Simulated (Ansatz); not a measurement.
# AlH4SeSi+: single points off equilibrium

An exercise on one series of results from a longer session: the logs are not shown, and one member is left open.

Method: single points in def2-TZVPP; program: Ansatz 0.2.0, Gaussian basis.

Correlated methods freeze the cores. Filled d shells of the heavier atoms are correlated.

### The starting structure

7 atoms, charge 1, spin multiplicity 1.

Atoms are counted from 1 here; the program's logs count them from 0.

Bond lengths: Si1–Al2 2.582 Å, Si1–H4 1.468 Å, Si1–H5 1.487 Å, Al2–Se3 2.260 Å, Al2–H6 1.516 Å, Se3–H7 1.461 Å. Angles: Al2–Si1–H4 148.1°, Al2–Si1–H5 106.9°, H4–Si1–H5 105.0°, Si1–Al2–Se3 137.6°, Si1–Al2–H6 87.9°, Se3–Al2–H6 133.7°, Al2–Se3–H7 89.5°.

Geometry (Å):

```xyz
7

Si   -1.5949    0.2026   -0.7711
Al    0.7715    0.0491    0.2510
Se    2.4609   -1.4497    0.3310
H    -2.7324   -0.4898   -1.3898
H    -1.9668    1.6419   -0.7862
H     0.6637    1.5251    0.5793
H     2.2792   -1.5586    1.7762
```

Set-up of the first run:

Contents of run/in.yaml:

```yaml
crystal:
  periodic: [false, false, false]
  atoms:
    - {symbol: Si, position_ang: [-1.594900, 0.202600, -0.771100]}
    - {symbol: Al, position_ang: [0.771500, 0.049100, 0.251000]}
    - {symbol: Se, position_ang: [2.460900, -1.449700, 0.331000]}
    - {symbol: H, position_ang: [-2.732400, -0.489800, -1.389800]}
    - {symbol: H, position_ang: [-1.966800, 1.641900, -0.786200]}
    - {symbol: H, position_ang: [0.663700, 1.525100, 0.579300]}
    - {symbol: H, position_ang: [2.279200, -1.558600, 1.776200]}
basis:
  gaussian: {orbitals: def2-TZVPP}
total_charge: 1
correlation: {method: ccsd_t}
output: {forces: true}
```

No record of the launch command was kept for these runs.

Among the steps run: CCSD(T)/def2-TZVPP; PBE0-D4/def2-TZVPP; wB97M-V/def2-TZVPP; r2SCAN-D4/def2-TZVPP; PBE-D4/def2-TZVPP; HSE06-D4/def2-TZVPP; B97M-V/def2-TZVPP.

One of the session's tables, all rows but one given; the rest of the session is left out.

| method | RMS force component (eV/Å) | angle to CCSD(T) forces (°) |
| --- | --- | --- |
| CCSD(T) | 0.262 | reference |
| PBE0-D4 | ? | ? |
| wB97M-V | 0.234 | 11.5 |
| r2SCAN-D4 | 0.289 | 13.3 |
| PBE-D4 | 0.390 | 27.8 |
| HSE06-D4 | 0.292 | 15.3 |
| B97M-V | 0.252 | 13.7 |

Estimate the missing values for PBE0-D4.

**Answer.** RMS force component (eV/Å): 0.290; angle to CCSD(T) forces (°): 15.2. In the column «RMS force component (eV/Å)» it lies between r2SCAN-D4 (0.289) and HSE06-D4 (0.292).
